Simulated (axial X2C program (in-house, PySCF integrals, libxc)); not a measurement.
# Linear ClRuCl⁺ at several levels

Aim: the two bond lengths and stretching wavenumbers of linear ClRuCl⁺, with and without spin–orbit coupling, at PBE0, HF, BHandHLYP, MP2.

Method: all-electron X2C, two-component (2c) or spin-free, Cl dyall-av3z, Ru dyall-v3z; program: an in-house X2C program for linear molecules on PySCF integrals.

All values are calculated.

2 further runs of the same task are left out: 2 set aside as unsound or not needed.

## 1. Input

Contents of task.json:

```json
{
 "zs": [
  17,
  44,
  17
 ],
 "q": 1,
 "bas": [
  "dyall-av3z",
  "dyall-v3z",
  "dyall-av3z"
 ],
 "r0": [
  2.24,
  2.24
 ],
 "symm": 1,
 "scan": [
  "PBE0",
  "HF",
  "BHandHLYP"
 ],
 "levels": [
  "PBE0",
  "HF",
  "LDA"
 ],
 "nst": 2
}
```

Keys: zs atomic numbers; q charge; bas basis sets; r0 starting distance in Å; symm equal bonds; scan levels of the two-bond scan (MP2 follows by itself at each HF point); levels methods; nst determinants followed.

Command:

```bash
$ python solin.py task.json out
```

Masses Cl 34.969, Ru 101.904, Cl 34.969 u.

## 2. Scan at PBE0, 2c

State: Ω = 5/2 (beyond evenly filled blocks: ω = 5/2). Energies above the lowest point, from the job's result record:

| r(Cl–Ru) (Å) | r(Ru–Cl) (Å) | E (meV) |
| --- | --- | --- |
| 2.1353 | 2.1353 | 71.85 |
| 2.1353 | 2.1900 | 33.98 |
| 2.1353 | 2.2447 | 55.83 |
| 2.1900 | 2.1353 | 33.98 |
| 2.1900 | 2.1900 | 0.00 |
| 2.1900 | 2.2447 | 25.19 |
| 2.1900 | 2.2995 | 96.81 |
| 2.2447 | 2.1353 | 55.83 |
| 2.2447 | 2.1900 | 25.19 |
| 2.2447 | 2.2447 | 53.22 |
| 2.2995 | 2.1900 | 96.81 |
| 2.2995 | 2.2995 | 203.20 |

A quadratic surface with cubic terms in each bond gives the minimum at 2.192 and 2.192 Å, force constants 3.12, 3.12 and coupling 0.15 mdyn/Å.

## 3. Scan at HF, 2c

State: Ω = 5/2 (beyond evenly filled blocks: ω = 5/2). Energies above the lowest point, from the job's result record:

| r(Cl–Ru) (Å) | r(Ru–Cl) (Å) | E (meV) |
| --- | --- | --- |
| 2.1353 | 2.1353 | 169.69 |
| 2.1353 | 2.1900 | 87.35 |
| 2.1353 | 2.2447 | 74.91 |
| 2.1900 | 2.1353 | 87.35 |
| 2.1900 | 2.1900 | 10.49 |
| 2.1900 | 2.2447 | 3.00 |
| 2.1900 | 2.2995 | 51.34 |
| 2.2447 | 2.1353 | 74.91 |
| 2.2447 | 2.1900 | 3.00 |
| 2.2447 | 2.2447 | 0.00 |
| 2.2995 | 2.1900 | 51.34 |
| 2.2995 | 2.2995 | 108.66 |

A quadratic surface with cubic terms in each bond gives the minimum at 2.221 and 2.221 Å, force constants 3.28, 3.28 and coupling 0.24 mdyn/Å.

## 4. Scan at BHandHLYP, 2c

State: Ω = 5/2 (beyond evenly filled blocks: ω = 5/2). Energies above the lowest point, from the job's result record:

| r(Cl–Ru) (Å) | r(Ru–Cl) (Å) | E (meV) |
| --- | --- | --- |
| 2.1353 | 2.1353 | 89.66 |
| 2.1353 | 2.1900 | 42.72 |
| 2.1353 | 2.2447 | 59.17 |
| 2.1900 | 2.1353 | 42.72 |
| 2.1900 | 2.1900 | 0.00 |
| 2.1900 | 2.2447 | 20.13 |
| 2.1900 | 2.2995 | 90.18 |
| 2.2447 | 2.1353 | 59.17 |
| 2.2447 | 2.1900 | 20.13 |
| 2.2447 | 2.2447 | 43.42 |
| 2.2995 | 2.1900 | 90.18 |
| 2.2995 | 2.2995 | 191.25 |

A quadratic surface with cubic terms in each bond gives the minimum at 2.198 and 2.198 Å, force constants 3.25, 3.25 and coupling 0.17 mdyn/Å.

## 5. The levels side by side

| level | r(Cl–Ru) (Å) | r(Ru–Cl) (Å) | lower stretch (cm⁻¹) | upper stretch (cm⁻¹) |
| --- | --- | --- | --- | --- |
| PBE0, 2c | 2.192 | 2.192 | 398.7 | 493.2 |
| HF, 2c | 2.221 | 2.221 | 413.7 | 499.1 |
| BHandHLYP, 2c | 2.198 | 2.198 | 407.3 | 502.0 |
| MP2, 2c | 2.176 | 2.176 | 420.1 | 512.5 |
| PBE0, spin-free | 2.193 | 2.193 | 400.2 | 493.0 |
| HF, spin-free | 2.221 | 2.221 | 414.1 | 499.2 |
| BHandHLYP, spin-free | 2.199 | 2.199 | 408.7 | 501.8 |
| MP2, spin-free | 2.176 | 2.176 | 420.6 | 512.6 |

Scans not shown above were run alike.

In words: Over the levels the Cl–Ru bond spans 2.176 to 2.221 Å and the Ru–Cl bond 2.176 to 2.221 Å. At PBE0 going from spin-free to two-component moves the bonds by -0.001 and -0.001 Å. Each state is one determinant, the lowest of a limited PBE0 search; the stretches come from a fit to few points and are good to some per cent at best. The stretches are sorted by size, and where the two bonds are alike the symmetric and antisymmetric modes can swap order between levels. MP2 freezes inner shells (threshold -2 hartree). The molecule was held linear; bending was not examined, so a bent shape may lie lower. Note: several unpaired electrons, one determinant need not be a pure state.
